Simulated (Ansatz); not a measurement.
# The Ti atom under RPBE: one spin start

Aim: the energy of a free titanium atom, the zero for cohesive energies. It is solved at Γ with spin polarisation and no symmetry, from 0 unpaired electrons. The moment is free to change.

Method: DFT RPBE, plane waves (420 eV) with PAW, scalar-relativistic; PBE-made PAW files, in Ansatz 0.2.0.

## (1) Starting point

A box of 14.0 × 14.4 × 14.8 Å, with unequal sides, keeps the periodic images far apart.

Coordinates:

```xyz
1
Lattice="14.0000 0.0000 0.0000 0.0000 14.4000 0.0000 0.0000 0.0000 14.8000" Properties=species:S:1:pos:R:3 pbc="T T T"
Ti    7.0000    7.2000    7.4000
```

## (2) Start with 0 unpaired electrons

Input file input.yaml:

```yaml
crystal:
  lattice:
    - [14.0, 0.0, 0.0]
    - [0.0, 14.4, 0.0]
    - [0.0, 0.0, 14.8]
  atoms:
    - { symbol: Ti, position: [0.5, 0.5, 0.5], spin: 0.01 }
  symmetry: { detect: false, time_reversal: true }
hamiltonian:
  xc: rpbe
  pseudopotentials:
    kind: paw
    azcp:
      Ti: "pseudopotentials/Ti.paw.azcp"
basis:
  ecutwfc: 420
  fft_grid_basis: typed
kpoints:
  mp_grid: { grid: [1, 1, 1], shift: [0, 0, 0] }
magnetization:
  spin_polarized: true
scf:
  occupations: { method: fermi_dirac, width: 0.01 }
```

On the command line:

```
$ ansatz run input.yaml --threads 4 --pin off --max-ram 8192MiB --backend cpu --events-out ev --progress --plain --runs-dir out
```

**Question.** What will these runs give? Wanted: start 0: end moment; gap between levels; above hcp.

The runs gave:

| quantity | value |
| --- | --- |
| start 0: end moment | 3.64 μB |
| gap between levels | none (levels filled in part) |
| above hcp | 4.82 eV/atom |

**Reading.** Started at 0 μB, the atom ends with 3.64 μB. The fractional moment comes from partly filled levels under the smearing. It lies 4.82 eV above the element's usual form at the same level (hcp, from a run of its own). If this is the atom's lowest state, that is the cohesive energy, without zero-point motion.
